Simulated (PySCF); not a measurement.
# C₄H₃FO₃Si: electronic excitations

What electronic excitations should C₄H₃FO₃Si (`O=C1C=C([SiH2]F)C(=O)O1`) show?

Computed with PySCF 2.14.0, with density-fitted response routines of our own, on a single molecule in the gas phase. Atoms are numbered from 0 throughout.

### 1 The molecule as given

12 atoms, charge 0, multiplicity 1; geometry from: GFN2-xTB.

Bonds of the start (Å): O0–C1 1.19, C1–C2 1.49, C2–C3 1.34, C3–Si4 1.88, Si4–F5 1.61, C3–C6 1.49, C6–O7 1.19, C6–O8 1.37, O8–C1 1.38, C2–H9 1.07, Si4–H10 1.45, Si4–H11 1.45.

### 2 Ultraviolet spectrum: PBE0/def2-SVPD

Job settings and geometry (Å):

```
{"job": {"kind": "uv", "xc": "PBE0", "basis": "def2-SVPD", "nstates": 8, "ntriplets": 3}, "charge": 0, "multiplicity": 1}
O      3.180884    -0.945087     0.281675
C      2.124623    -0.445463     0.059921
C      0.764082    -0.853615     0.499462
C     -0.124795     0.012032     0.004420
Si    -1.999173     0.142632     0.129187
F     -2.417338    -1.111964     1.043782
C      0.647913     1.014832    -0.776284
O      0.231400     1.956908    -1.376662
O      1.974741     0.689598    -0.706078
H      0.599238    -1.717177     1.115099
H     -2.373337     1.333164     0.869559
H     -2.607039    -0.076548    -1.170107
```

With the program's defaults for keys left out, this is: TDDFT PBE0/def2-SVPD, vertical, gas phase, core orbitals frozen in the response.

Launch:

```
$ OMP_NUM_THREADS=1 python probes_run.py task.json out
```

This one command runs all jobs of the session in turn.

The program printed:

```text
coarse grid: 12176 points
cycle   1  E = -767.8402291620  dE =  1.797e+00  |g| = 1.210e+00  |ddm| = 5.670e+00
cycle   2  E = -766.9196262072  dE =  9.206e-01  |g| = 2.526e+00  |ddm| = 4.363e+00
cycle   3  E = -768.1075135392  dE = -1.188e+00  |g| = 3.077e-01  |ddm| = 3.163e+00
cycle   4  E = -768.1235670124  dE = -1.605e-02  |g| = 1.270e-01  |ddm| = 4.534e-01
cycle   5  E = -768.1262347849  dE = -2.668e-03  |g| = 3.167e-02  |ddm| = 1.539e-01
cycle   6  E = -768.1264760594  dE = -2.413e-04  |g| = 6.461e-03  |ddm| = 5.674e-02
cycle   7  E = -768.1264837987  dE = -7.739e-06  |g| = 2.694e-03  |ddm| = 1.260e-02
final grid: 118104 points
cycle   8  E = -768.2459023767  dE =  1.069e-05  |g| = 1.706e-02  |ddm| = 1.227e-01
cycle   9  E = -768.2457598539  dE =  1.425e-04  |g| = 3.214e-02  |ddm| = 5.435e-02
cycle  10  E = -768.2459554023  dE = -1.955e-04  |g| = 3.026e-03  |ddm| = 3.627e-02
cycle  11  E = -768.2459571215  dE = -1.719e-06  |g| = 2.343e-04  |ddm| = 3.239e-03
cycle  12  E = -768.2459571314  dE = -9.854e-09  |g| = 8.707e-05  |ddm| = 5.326e-04
cycle  13  E = -768.2459571326  dE = -1.208e-09  |g| = 4.316e-05  |ddm| = 1.522e-04
cycle  14  E = -768.2459571329  dE = -3.470e-10  |g| = 1.039e-05  |ddm| = 6.709e-05
converged SCF energy = -768.2459571329

Static polarisability (au): isotropic 77.754, principal 52.179 73.189 107.893

Singlet excitations
state   eV       nm        f      main configurations
  1   3.6665    338.2   0.00007   H->L 0.98
  2   4.4365    279.5   0.00000   H-2->L 0.97
  3   5.3187    233.1   0.08559   H-1->L 0.64, H-3->L 0.33
  4   5.9099    209.8   0.00377   H-5->L 0.96
  5   5.9779    207.4   0.29375   H-3->L 0.56, H-1->L 0.31, H-4->L 0.09
  6   6.3119    196.4   0.01533   H-4->L 0.89, H-3->L 0.09
  7   7.0657    175.5   0.00040   H-6->L 0.53, H->L+2 0.34
  8   7.2856    170.2   0.01380   H->L+1 0.93

Triplet excitations (Tamm-Dancoff, eV): 3.2452 3.4265 3.9970
```

Wall time 43 s (1 thread of Arm Neoverse V1, shared host); peak memory 0.86 GiB.

Frontier orbitals and where they lie:

| orbital | eV | atoms |
| --- | --- | --- |
| HOMO−3 | -10.30 | O8 36 %, O7 21 %, O0 18 % |
| HOMO−2 | -9.76 | O7 35 %, O0 29 %, O8 9 % |
| HOMO−1 | -9.65 | C2 28 %, C3 27 %, O0 9 % |
| HOMO | -8.93 | O0 35 %, O7 29 %, O8 9 % |
| LUMO | -3.57 | C2 21 %, C3 20 %, O0 14 % |
| LUMO+1 | -0.61 | Si4 44 %, H11 12 %, H10 12 % |
| LUMO+2 | 0.07 | C6 28 %, O7 18 %, O8 15 % |

With each of the 8 states as a Gaussian band of 0.4 eV half-width at 1/e, the curve within the window shown has maxima at 207 nm (ε 13,000), 170 nm (ε 570) L/(mol cm). Beyond the last state computed it falls off for lack of states. The curve at chosen wavelengths:

```tsv
nm	ε (L/mol/cm)
163	321
173	522
182	462
192	3679
201	10465
211	11831
221	7076
230	4689
240	3119
249	1645
259	562
269	139
278	32
288	5
297	1
307	1
317	2
326	3
336	3
345	3
355	2
365	2
374	1
384	1
393	1
403	0
```

Leading natural transition orbitals of singlet state 5: the hole lies on O0, O7, O8 about 28 % each; the particle on C2, C3 about 24 % each; O0, O7 about 11 % each; C1, C6 about 10 % each.

Leading natural transition orbitals of singlet state 1: the hole lies on O0 39 %; O7 31 %; O8 9 %; the particle on C2, C3 about 18 % each; O0, O7 about 14 % each; C1, C6 about 14 % each.

Further results of this job:

| property | computed |
| --- | --- |
| dipole moment (D) | 2.99 |
| polarisability (Å³) | 11.52 |
| HOMO–LUMO gap (eV) | 5.36 |
| −ε(HOMO) (eV) | 8.93 |

Orbitals, density, ELF and potential are computed afterwards from the orbital file.

Frontier orbitals at PBE0/def2-SVPD, with the share of their density that lies nearest to each atom:

```
orbital  energy (eV)                                                                 lies on
   HOMO        -8.93                                  O0, O7 about 34 % each; O8 9 %; C3 6 %
   LUMO        -3.57  C2, C3 about 21 % each; O0, O7 about 13 % each; C1, C6 about 12 % each
```

ELF in a plane through or near 10 of the atoms.

Values, 10 rows by 14 columns:
```
0.00 0.00 0.00 0.00 0.00 0.00 0.00 0.00 0.00 0.00 0.00 0.00 0.00 0.00
0.00 0.00 0.00 0.00 0.00 0.00 0.00 0.00 0.00 0.00 0.00 0.00 0.00 0.00
0.00 0.00 0.00 0.01 0.00 0.64 0.98 0.12 0.03 0.39 0.33 0.02 0.00 0.00
0.00 0.00 0.36 0.75 0.08 0.74 1.00 0.28 0.19 0.75 0.86 0.26 0.00 0.00
0.00 0.12 0.82 0.36 0.58 0.92 0.27 0.64 0.45 0.19 0.43 0.03 0.00 0.00
0.00 0.03 0.68 0.53 0.39 0.39 0.43 0.31 0.87 0.69 0.28 0.11 0.00 0.00
0.00 0.00 0.00 0.21 0.90 0.74 0.79 0.38 0.03 0.06 0.14 0.03 0.00 0.00
0.00 0.00 0.00 0.06 0.45 0.04 0.80 0.36 0.75 0.01 0.00 0.00 0.00 0.00
0.00 0.00 0.00 0.00 0.00 0.10 0.72 0.68 0.26 0.00 0.00 0.00 0.00 0.00
0.00 0.00 0.00 0.00 0.00 0.00 0.01 0.01 0.00 0.00 0.00 0.00 0.00 0.00
```
The map spans 11.7 Å across and 10.0 Å up, centred on the molecule. Atoms in the plane (x, y in Å): O0 (-3.3, 0.7), C1 (-2.2, 0.2), C2 (-0.8, 0.9), C3 (0.1, 0.0), Si4 (2.0, 0.1), F5 (2.3, 1.7), C6 (-0.5, -1.3), O7 (0.0, -2.4), O8 (-1.9, -1.1), H9 (-0.8, 2.0).

On the surface of density 0.002 e/bohr³ the electrostatic potential runs, from the 1st to the 99th percentile, from -1.18 V near O0 to 1.78 V near H10.

### 3 What came out

| quantity | value |
| --- | --- |
| lowest singlet (PBE0/def2-SVPD) | 3.67 eV (338 nm), f = 0.000 |
| brightest single state of those computed | state 5, 5.98 eV, f = 0.294 |
| lowest triplet | 3.25 eV |
| surface potential, 1st and 99th percentile | -1.18 V and 1.78 V |

What this shows: The lowest singlet, at 3.67 eV, is HOMO→LUMO 0.98 and is dark; of the 8 states computed, the strongest absorption comes from state 5 at 5.98 eV. The lowest triplet lies 0.42 eV below the lowest singlet (triplets in Tamm-Dancoff, singlets in full TDDFT). At PBE0/def2-SVPD, counted by nearest atom on the grid, the HOMO lies on O0, O7 about 34 % each; O8 9 %, the LUMO on C2, C3 about 21 % each; O0, O7 about 13 % each.
